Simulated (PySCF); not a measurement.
# C₃H₈O₂Si: electronic excitations at several levels of theory

Aim: compute the electronic excitations of C₃H₈O₂Si (`C=C(C)[SiH](O)O`) at several levels, and see how far they spread and what each costs.

The runs use PySCF 2.14.0, with density-fitted response routines of our own; the level of theory stands in each step. All values are computed, except where a source is named. Atoms count from 0, in the outputs and in this text.

## Step 1: Starting geometry

14 atoms, charge 0, multiplicity 1; geometry from: GFN2-xTB. The atoms were then displaced at random by about 0.01 Å, so the start is not that level's minimum.

Bonds of the start (Å): C0–C1 1.30, C1–C2 1.51, C1–Si3 1.92, Si3–O4 1.60, Si3–O5 1.61, C0–H6 1.08, C0–H7 1.10, C2–H8 1.07, C2–H9 1.07, C2–H10 1.10, Si3–H11 1.48, O4–H12 0.97, O5–H13 0.94.

## Step 2: Geometry optimisation at PBE0-D3(BJ)/def2-SVP

Job settings and geometry (Å):

```
{"job": {"xc": "PBE0", "basis": "def2-SVP", "d3": "d3bj", "grid": 1, "shake": 0.01, "kind": "geom"}, "charge": 0, "multiplicity": 1}
C     -0.588590     1.485050    -0.741030
C     -0.538640     0.304880    -0.189840
C     -1.737130    -0.609660    -0.175900
Si     1.066260    -0.353410     0.624610
O      2.355470     0.556820     0.356810
O      1.337520    -1.783790    -0.068440
H      0.240790     2.183650    -0.774180
H     -1.499280     1.877810    -1.215510
H     -1.453830    -1.545870    -0.619820
H     -2.573530    -0.176130    -0.674240
H     -2.007000    -0.829200     0.870570
H      0.852720    -0.520020     2.080000
H      2.315480     1.499590     0.576020
H      2.222620    -2.104790    -0.091660
```

Launch:

```sh
OMP_NUM_THREADS=1 python probes_run.py task.json out
```

One launch serves the whole session: the jobs run in the order shown.

Standard output:

```text
step   0  E = -558.42304992  max force = 0.051426
step   1  E = -558.43246661  max force = 0.007570
step   2  E = -558.43291788  max force = 0.003099
step   3  E = -558.43309420  max force = 0.003138
step   4  E = -558.43324364  max force = 0.003089
step   5  E = -558.43341628  max force = 0.002794
step   6  E = -558.43349923  max force = 0.002994
step   7  E = -558.43358742  max force = 0.001847
step   8  E = -558.43361499  max force = 0.001272
step   9  E = -558.43363098  max force = 0.000645
step  10  E = -558.43365078  max force = 0.000811
step  11  E = -558.43366432  max force = 0.000760
step  12  E = -558.43368469  max force = 0.000556
step  13  E = -558.43369738  max force = 0.000313
optimisation converged
```

Run time: 84 s. Hardware: 1 thread of Arm Neoverse V1, shared host; peak memory 0.5 GiB.

Relaxation path:

| step | energy from step 0 (eV) | largest force component (eV/Å) |
| --- | --- | --- |
| 0 | 0.0000 | 2.6444 |
| 1 | -0.2562 | 0.3893 |
| 2 | -0.2685 | 0.1594 |
| 3 | -0.2733 | 0.1614 |
| 4 | -0.2774 | 0.1588 |
| 5 | -0.2821 | 0.1437 |
| 6 | -0.2843 | 0.1540 |
| 7 | -0.2867 | 0.0950 |
| 8 | -0.2875 | 0.0654 |
| 9 | -0.2879 | 0.0332 |
| 10 | -0.2885 | 0.0417 |
| 11 | -0.2888 | 0.0391 |
| 12 | -0.2894 | 0.0286 |
| 13 | -0.2897 | 0.0161 |

Close pairs (by a distance rule), those that changed most:

```csv
bond,before (Å),after (Å),change (Å)
Si3–O4,1.601,1.665,+0.065
C1–Si3,1.916,1.862,-0.054
Si3–O5,1.612,1.659,+0.046
C0–C1,1.303,1.341,+0.037
C2–H9,1.066,1.101,+0.035
C2–H8,1.074,1.102,+0.028
Si3–H11,1.480,1.500,+0.020
O5–H13,0.942,0.961,+0.020
```

The end geometry stands in the next job.

| at the end point | value |
| --- | --- |
| point group (found at 0.08 Å tolerance) | C1 |
| rotational constants (GHz, main isotopes) | 3.968, 2.294, 1.627 |
| dipole moment (D) | 1.80 |

## Step 3: Ultraviolet spectrum: PBE0/def2-TZVP

Job settings and geometry (Å):

```
{"job": {"kind": "uv", "xc": "PBE0", "basis": "def2-TZVP"}, "charge": 0, "multiplicity": 1}
C     -0.639462     1.501400    -0.728830
C     -0.577074     0.274406    -0.192573
C     -1.749858    -0.660114    -0.142086
Si     1.056443    -0.290385     0.499744
O      2.254388     0.835889     0.235432
O      1.426197    -1.690781    -0.308299
H      0.242598     2.148179    -0.768188
H     -1.567272     1.898061    -1.160448
H     -1.530251    -1.583997    -0.702038
H     -2.658286    -0.202863    -0.564121
H     -1.971172    -0.969953     0.893433
H      0.978146    -0.540429     1.976921
H      2.487446     1.395904     0.980006
H      2.245945    -2.129375    -0.063367
```

With the program's defaults for keys left out, this is: TDDFT PBE0/def2-TZVP, vertical, gas phase, core orbitals frozen in the response.

Standard output:

```text
coarse grid: 12016 points
cycle   1  E = -558.6711123420  dE =  5.816e-01  |g| = 1.010e+00  |ddm| = 2.760e+00
cycle   2  E = -558.4034890017  dE =  2.676e-01  |g| = 1.569e+00  |ddm| = 1.873e+00
cycle   3  E = -558.8550924622  dE = -4.516e-01  |g| = 1.034e-01  |ddm| = 1.358e+00
cycle   4  E = -558.8569553268  dE = -1.863e-03  |g| = 4.931e-02  |ddm| = 1.084e-01
cycle   5  E = -558.8575708939  dE = -6.156e-04  |g| = 8.079e-03  |ddm| = 4.069e-02
cycle   6  E = -558.8575826810  dE = -1.179e-05  |g| = 4.330e-03  |ddm| = 8.013e-03
cycle   7  E = -558.8575870251  dE = -4.344e-06  |g| = 9.787e-04  |ddm| = 2.915e-03
final grid: 110944 points
cycle   8  E = -558.8490155988  dE = -5.319e-05  |g| = 8.093e-03  |ddm| = 5.016e-02
cycle   9  E = -558.8490056479  dE =  9.951e-06  |g| = 1.062e-02  |ddm| = 1.249e-02
cycle  10  E = -558.8490295126  dE = -2.386e-05  |g| = 1.113e-03  |ddm| = 7.208e-03
cycle  11  E = -558.8490297270  dE = -2.144e-07  |g| = 2.890e-04  |ddm| = 8.535e-04
cycle  12  E = -558.8490297458  dE = -1.884e-08  |g| = 8.333e-05  |ddm| = 2.542e-04
cycle  13  E = -558.8490297472  dE = -1.352e-09  |g| = 3.766e-05  |ddm| = 7.047e-05
cycle  14  E = -558.8490297475  dE = -3.317e-10  |g| = 5.251e-06  |ddm| = 2.516e-05
converged SCF energy = -558.8490297475

Static polarisability (au): isotropic 67.009, principal 53.248 69.701 78.077

Singlet excitations
state   eV       nm        f      main configurations
  1   6.4087    193.5   0.01942   H-1->L 0.89
  2   6.8031    182.2   0.24088   H->L 0.85
  3   7.2471    171.1   0.01871   H->L+1 0.88
  4   7.5668    163.9   0.00840   H-2->L 0.74, H-1->L+1 0.10
  5   7.7427    160.1   0.03067   H-1->L+1 0.57, H->L+2 0.27
  6   7.8094    158.8   0.04525   H->L+2 0.51, H-1->L+1 0.23, H->L+3 0.09
  7   7.9118    156.7   0.00555   H-3->L 0.84
  8   8.0104    154.8   0.03125   H->L+3 0.85
  9   8.1404    152.3   0.00441   H-1->L+2 0.71
 10   8.2613    150.1   0.00150   H-4->L 0.50, H-5->L 0.26, H-1->L+2 0.11

Triplet excitations (Tamm-Dancoff, eV): 4.1160 5.8627 7.1256 7.2151
```

Run time: 36 s. Hardware: 1 thread of Arm Neoverse V1, shared host; peak memory 0.91 GiB.

Frontier orbitals and where they lie:

```
orbital     eV                        atoms
 HOMO−3  -9.47   O4 50 %, O5 22 %, Si3 10 %
 HOMO−2  -9.22   O5 38 %, Si3 16 %, O4 16 %
 HOMO−1  -8.23  C1 23 %, Si3 20 %, H11 12 %
   HOMO  -7.51     C0 44 %, C1 34 %, C2 7 %
   LUMO  -0.26   C0 39 %, C1 25 %, Si3 19 %
 LUMO+1   0.86   H12 42 %, Si3 31 %, O4 9 %
 LUMO+2   1.16   H13 37 %, Si3 28 %, O5 8 %
```

With each of the 10 states as a Gaussian band of 0.4 eV half-width at 1/e, the curve within the window shown has maxima at 182 nm (ε 10,000), 159 nm (ε 4,700) L/(mol cm). Beyond the last state computed it falls off for lack of states. The curve at chosen wavelengths:

nm, ε (L/mol/cm) and a bar:
```
      145        373 #
      148       1076 ###
      150       1831 #####
      153       3206 #########
      156       4341 ############
      159       4697 ##############
      161       4468 #############
      164       3797 ###########
      167       3390 ##########
      169       3578 ##########
      172       4743 ##############
      175       6736 ####################
      178       8826 ##########################
      180       9826 #############################
      183      10265 ##############################
      186       9373 ###########################
      189       7586 ######################
      191       6211 ##################
      194       4272 ############
      197       2730 ########
      199       1961 #####
      202       1149 ###
      205        648 ##
      208        353 #
      210        231 
      213        119
```

Further results of this job:

```csv
property,computed
dipole moment (D),1.69
polarisability (Å³),9.93
HOMO–LUMO gap (eV),7.24
−ε(HOMO) (eV),7.51
```

## Step 4: TDDFT and polarisability: PBE0/aug-cc-pVDZ

Same as in step 3 but for these lines:

```diff
@@ -1,2 +1,2 @@
-{"job": {"kind": "uv", "xc": "PBE0", "basis": "def2-TZVP"}, "charge": 0, "multiplicity": 1}
+{"job": {"kind": "uv", "xc": "PBE0", "basis": "aug-cc-pVDZ"}, "charge": 0, "multiplicity": 1}
 C     -0.639462     1.501400    -0.728830
```

Level: TDDFT PBE0/aug-cc-pVDZ, vertical, gas phase, core orbitals frozen in the response.

Standard output:

```text
coarse grid: 12016 points
cycle   1  E = -558.5677921645  dE =  6.293e-01  |g| = 9.449e-01  |ddm| = 1.154e+01
cycle   2  E = -558.3005546017  dE =  2.672e-01  |g| = 1.497e+00  |ddm| = 3.983e+00
cycle   3  E = -558.7410415849  dE = -4.405e-01  |g| = 9.810e-02  |ddm| = 2.311e+00
cycle   4  E = -558.7429082202  dE = -1.867e-03  |g| = 4.496e-02  |ddm| = 3.584e-01
cycle   5  E = -558.7434612926  dE = -5.531e-04  |g| = 6.136e-03  |ddm| = 1.455e-01
cycle   6  E = -558.7434688225  dE = -7.530e-06  |g| = 3.391e-03  |ddm| = 1.882e-02
cycle   7  E = -558.7434715582  dE = -2.736e-06  |g| = 8.090e-04  |ddm| = 7.164e-03
final grid: 110944 points
cycle   8  E = -558.7514389086  dE = -2.721e-05  |g| = 7.563e-03  |ddm| = 2.172e-01
cycle   9  E = -558.7514299539  dE =  8.955e-06  |g| = 9.944e-03  |ddm| = 4.746e-02
cycle  10  E = -558.7514531761  dE = -2.322e-05  |g| = 1.034e-03  |ddm| = 2.242e-02
cycle  11  E = -558.7514533953  dE = -2.192e-07  |g| = 1.324e-04  |ddm| = 2.099e-03
cycle  12  E = -558.7514533991  dE = -3.858e-09  |g| = 4.999e-05  |ddm| = 4.941e-04
cycle  13  E = -558.7514533997  dE = -5.592e-10  |g| = 1.804e-05  |ddm| = 1.585e-04
converged SCF energy = -558.7514533997

Static polarisability (au): isotropic 72.078, principal 59.051 74.955 82.228

Singlet excitations
state   eV       nm        f      main configurations
  1   6.2847    197.3   0.05796   H->L 0.54, H-1->L 0.31, H->L+1 0.09
  2   6.4136    193.3   0.01860   H-1->L 0.52, H->L 0.19, H->L+1 0.19
  3   6.6736    185.8   0.10747   H->L+1 0.52, H->L 0.19, H->L+2 0.17
  4   6.7661    183.2   0.00635   H->L+3 0.49, H->L+2 0.46
  5   7.0040    177.0   0.12729   H->L+3 0.35, H->L+2 0.29, H->L+1 0.11
  6   7.0781    175.2   0.01230   H-1->L+1 0.69
  7   7.2623    170.7   0.01817   H->L+4 0.86
  8   7.3049    169.7   0.00595   H-1->L+2 0.55, H-2->L 0.22, H-1->L+3 0.09
  9   7.5442    164.3   0.01385   H-1->L+2 0.34, H-2->L 0.25, H-1->L+3 0.25
 10   7.6053    163.0   0.02011   H-1->L+3 0.43, H-2->L 0.18, H->L+6 0.17

Triplet excitations (Tamm-Dancoff, eV): 4.1239 5.8699 6.3659 6.6850
```

It took 31 s on 1 thread of Arm Neoverse V1, shared host; peak memory 0.87 GiB.

Key values: HOMO -7.52 eV, LUMO -0.49 eV; lowest singlet 6.28 eV.

## Step 5: Excited states and response: PBE0/6-31+G*

Same as in step 4 but for these lines:

```diff
@@ -1,2 +1,2 @@
-{"job": {"kind": "uv", "xc": "PBE0", "basis": "aug-cc-pVDZ"}, "charge": 0, "multiplicity": 1}
+{"job": {"kind": "uv", "xc": "PBE0", "basis": "6-31+G*"}, "charge": 0, "multiplicity": 1}
 C     -0.639462     1.501400    -0.728830
```

Method: TDDFT PBE0/6-31+G*, vertical, gas phase, core orbitals frozen in the response.

Standard output:

```text
coarse grid: 12016 points
cycle   1  E = -558.5878004279  dE =  6.102e-01  |g| = 9.264e-01  |ddm| = 5.696e+00
cycle   2  E = -558.3496261924  dE =  2.382e-01  |g| = 1.435e+00  |ddm| = 1.324e+01
cycle   3  E = -558.7575766837  dE = -4.080e-01  |g| = 9.729e-02  |ddm| = 1.005e+01
cycle   4  E = -558.7594222833  dE = -1.846e-03  |g| = 4.259e-02  |ddm| = 3.103e-01
cycle   5  E = -558.7599193853  dE = -4.971e-04  |g| = 6.150e-03  |ddm| = 9.367e-02
cycle   6  E = -558.7599256856  dE = -6.300e-06  |g| = 3.710e-03  |ddm| = 1.589e-02
cycle   7  E = -558.7599291568  dE = -3.471e-06  |g| = 5.860e-04  |ddm| = 5.661e-03
final grid: 110944 points
cycle   8  E = -558.6978831028  dE = -1.955e-05  |g| = 7.528e-03  |ddm| = 7.834e-02
cycle   9  E = -558.6978742637  dE =  8.839e-06  |g| = 9.933e-03  |ddm| = 4.586e-02
cycle  10  E = -558.6978974235  dE = -2.316e-05  |g| = 1.002e-03  |ddm| = 3.054e-02
cycle  11  E = -558.6978976324  dE = -2.089e-07  |g| = 9.717e-05  |ddm| = 3.563e-03
cycle  12  E = -558.6978976345  dE = -2.136e-09  |g| = 3.345e-05  |ddm| = 5.462e-04
cycle  13  E = -558.6978976347  dE = -2.218e-10  |g| = 1.667e-05  |ddm| = 1.169e-04
converged SCF energy = -558.6978976347

Static polarisability (au): isotropic 65.883, principal 53.302 67.511 76.837

Singlet excitations
state   eV       nm        f      main configurations
  1   6.3764    194.4   0.07299   H->L 0.52, H-1->L 0.30, H->L+1 0.14
  2   6.5055    190.6   0.02053   H-1->L 0.59, H->L+1 0.19, H->L 0.15
  3   6.7133    184.7   0.11057   H->L+1 0.57, H->L 0.25, H->L+2 0.13
  4   7.0210    176.6   0.00388   H->L+3 0.95
  5   7.1436    173.6   0.13548   H->L+2 0.72, H-1->L+1 0.10
  6   7.2174    171.8   0.01544   H-1->L+1 0.77
  7   7.4369    166.7   0.01099   H-1->L+2 0.51, H-2->L 0.37
  8   7.5664    163.9   0.01731   H->L+4 0.80, H->L+5 0.13
  9   7.7289    160.4   0.00658   H-2->L 0.53, H-1->L+2 0.41
 10   7.8280    158.4   0.01808   H-3->L 0.54, H->L+5 0.25

Triplet excitations (Tamm-Dancoff, eV): 4.1153 5.9747 6.4583 6.8072
```

Wall time 15 s (1 thread of Arm Neoverse V1, shared host); peak memory 0.7 GiB.

This run: HOMO -7.48 eV, LUMO -0.39 eV; lowest singlet 6.38 eV.

## Step 6: Side by side: electronic excitations

Excitations and ground-state properties, with basis size and wall time:

| run | lowest singlet (eV) | brightest (eV) | f | gap (eV) | α (Å³) | μ (D) | functions | time |
| --- | --- | --- | --- | --- | --- | --- | --- | --- |
| PBE0/def2-TZVP | 6.41 | 6.80 | 0.241 | 7.24 | 9.93 | 1.69 | 240 | 36 s |
| PBE0/aug-cc-pVDZ | 6.28 | 7.00 | 0.127 | 7.03 | 10.68 | 1.61 | 214 | 31 s |
| PBE0/6-31+G* | 6.38 | 7.14 | 0.135 | 7.09 | 9.76 | 1.94 | 128 | 15 s |

## Step 7: Summary of results

| quantity | value |
| --- | --- |
| point group | C1 |
| rotational constants (main isotopes) | 3.97, 2.29, 1.63 GHz |
| lowest singlet (PBE0/def2-TZVP) | 6.41 eV (193 nm), f = 0.019 |
| brightest single state of those computed | state 2, 6.80 eV, f = 0.241 |
| lowest triplet | 4.12 eV |
| range of the lowest singlet | 6.28 to 6.41 eV |

What this shows: Single values in the summary come from the first run of each kind that ended normally (PBE0/def2-TZVP), which need not be the best level. Relaxing lowered the energy by 0.290 eV in 13 steps; the close pair that moved most is Si3–O4, from 1.601 to 1.665 Å. No frequency check was run at this level, so the end point may be a saddle. The first singlet state (HOMO−1→LUMO 0.89) lies at 6.41 eV and is weak; of the 10 states computed, the strongest absorption comes from state 2 at 6.80 eV. The lowest triplet lies 2.29 eV below the lowest singlet (triplets in Tamm-Dancoff, singlets in full TDDFT). The basis of PBE0/def2-TZVP has no diffuse functions, so Rydberg states are missing and the high states are unreliable. The lowest singlet runs from 6.28 eV (PBE0/aug-cc-pVDZ) to 6.41 eV (PBE0/def2-TZVP), while the orbital gap spans 7.03 to 7.24 eV. The lowest state need not be the same one in every run.
